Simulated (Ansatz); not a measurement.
# C₁₀H₃₀Si₄: structure and electronic state

Aim: characterise C₁₀H₃₀Si₄ as a singlet: its structure, frontier levels and distribution of charge.

Method: RKS PBE0-D4/def2-TZVP; program: Ansatz 0.2.0, Gaussian basis.

The runs, in order: relaxation at PBE-D4/def2-SVP; a single point at PBE0-D4/def2-TZVP.

1 further run of the same task is left out (set aside as unsound or not needed).

## 1. The system as given

44 atoms, charge 0, spin multiplicity 1.

Atoms are counted from 1 here; the program's logs count them from 0.

Bond lengths: C1–Si2 1.918 Å, C1–H15 1.086 Å, C1–H16 1.087 Å, C1–H17 1.086 Å, Si2–C3 1.914 Å, Si2–C4 1.914 Å, Si2–Si5 2.364 Å, C3–H18 1.086 Å, C3–H19 1.086 Å, C3–H20 1.086 Å, C4–H21 1.086 Å, C4–H22 1.085 Å, C4–H23 1.086 Å, Si5–C6 1.920 Å, Si5–C7 1.920 Å, Si5–Si8 2.368 Å, C6–H24 1.085 Å, C6–H25 1.086 Å and more. Angles: Si2–C1–H15 111.1°, Si2–C1–H16 111.9°, Si2–C1–H17 111.1°, H15–C1–H16 107.5°, H15–C1–H17 107.5°, H16–C1–H17 107.5°, C1–Si2–C3 107.1°, C1–Si2–C4 106.9°, C1–Si2–Si5 114.8°, C3–Si2–C4 107.8°, C3–Si2–Si5 109.4°, C4–Si2–Si5 110.5°, Si2–C3–H18 112.0°, Si2–C3–H19 111.1°, Si2–C3–H20 111.3°, H18–C3–H19 107.4°, H18–C3–H20 107.4°, H19–C3–H20 107.4° and more.

The start is a GFN2-xTB geometry.

## 2. Relaxation at PBE-D4/def2-SVP

in.yaml

```yaml
crystal:
  periodic: [false, false, false]
  atoms:
    - {symbol: C, position_ang: [4.416600, 0.273560, -1.435300]}
    - {symbol: Si, position_ang: [3.077070, 0.319910, -0.063940]}
    - {symbol: C, position_ang: [3.510930, -1.056840, 1.193390]}
    - {symbol: C, position_ang: [3.252620, 2.003730, 0.828760]}
    - {symbol: Si, position_ang: [0.861790, 0.014980, -0.830200]}
    - {symbol: C, position_ang: [0.336840, 1.545960, -1.863490]}
    - {symbol: C, position_ang: [0.821750, -1.441570, -2.080680]}
    - {symbol: Si, position_ang: [-0.840840, -0.358030, 0.772890]}
    - {symbol: C, position_ang: [-0.476920, 0.800150, 2.260710]}
    - {symbol: C, position_ang: [-0.607500, -2.128300, 1.478740]}
    - {symbol: Si, position_ang: [-3.090690, -0.079560, 0.104130]}
    - {symbol: C, position_ang: [-3.385830, -1.012880, -1.541340]}
    - {symbol: C, position_ang: [-4.390430, -0.725410, 1.358710]}
    - {symbol: C, position_ang: [-3.479300, 1.770580, -0.194820]}
    - {symbol: H, position_ang: [4.246230, 1.050270, -2.174830]}
    - {symbol: H, position_ang: [5.415380, 0.419690, -1.031970]}
    - {symbol: H, position_ang: [4.409800, -0.679430, -1.955420]}
    - {symbol: H, position_ang: [4.534620, -0.975640, 1.547230]}
    - {symbol: H, position_ang: [3.397210, -2.041180, 0.749220]}
    - {symbol: H, position_ang: [2.862190, -1.015430, 2.063060]}
    - {symbol: H, position_ang: [3.043290, 2.826990, 0.152470]}
    - {symbol: H, position_ang: [2.557530, 2.080500, 1.658950]}
    - {symbol: H, position_ang: [4.253170, 2.153000, 1.225070]}
    - {symbol: H, position_ang: [0.242610, 2.427830, -1.237710]}
    - {symbol: H, position_ang: [1.059380, 1.773770, -2.641520]}
    - {symbol: H, position_ang: [-0.621420, 1.385370, -2.348890]}
    - {symbol: H, position_ang: [1.494340, -1.274860, -2.917020]}
    - {symbol: H, position_ang: [-0.175120, -1.581670, -2.488130]}
    - {symbol: H, position_ang: [1.113390, -2.373540, -1.606940]}
    - {symbol: H, position_ang: [-0.495840, 1.843190, 1.960850]}
    - {symbol: H, position_ang: [0.501670, 0.600530, 2.687650]}
    - {symbol: H, position_ang: [-1.207190, 0.676200, 3.054780]}
    - {symbol: H, position_ang: [0.407360, -2.281020, 1.833790]}
    - {symbol: H, position_ang: [-0.803260, -2.880720, 0.721530]}
    - {symbol: H, position_ang: [-1.275490, -2.322210, 2.312750]}
    - {symbol: H, position_ang: [-3.147900, -2.067630, -1.440700]}
    - {symbol: H, position_ang: [-2.764010, -0.614150, -2.337090]}
    - {symbol: H, position_ang: [-4.418760, -0.942510, -1.870020]}
    - {symbol: H, position_ang: [-5.407660, -0.577420, 1.004460]}
    - {symbol: H, position_ang: [-4.260260, -1.787540, 1.543590]}
    - {symbol: H, position_ang: [-4.300220, -0.214840, 2.313100]}
    - {symbol: H, position_ang: [-2.816710, 2.193580, -0.943230]}
    - {symbol: H, position_ang: [-4.498750, 1.923650, -0.537720]}
    - {symbol: H, position_ang: [-3.351720, 2.348910, 0.715170]}
basis:
  gaussian: {orbitals: def2-SVP}
hamiltonian: {xc: pbe, dispersion: d4}
scf: {lower_state_search: "off"}
output: {orbitals: {seedname: orbitals}}
relax: {f_tol: 0.03, max_steps: 70}
```

Command:

```bash
$ ansatz run in.yaml --threads 2 --pin off --events-out ev --progress --plain --max-ram 32768MiB --backend cuda --devices 0, --max-vram 18GiB
```

After this run come: Single point, PBE0-D4/def2-TZVP.

Q: Predict the results of all the runs planned. Wanted: point group; commonest bond, hydrogen aside; HOMO, LUMO at PBE0-D4/def2-TZVP; dipole at PBE-D4/def2-SVP.

**Answer**, as computed:

| quantity | value |
| --- | --- |
| point group | C2 |
| commonest bond, hydrogen aside | C–Si, 10 of mean length 1.906 Å |
| HOMO, LUMO at PBE0-D4/def2-TZVP | -6.24, 0.15 eV |
| dipole at PBE-D4/def2-SVP | 0.01 D |

The molecule keeps its bonding pattern by the stored test; the atoms moved 0.14 Å (rms). No usable vibrations, so a minimum isn't proven. The HOMO lies nearest to Si5, Si8 about 22 % each; Si2, Si11 about 14 % each and the LUMO to Si5, Si8 about 15 % each; Si2, Si11 about 9 % each. The point group is read from a loosely relaxed geometry; soft torsions can leave it below the true symmetry.
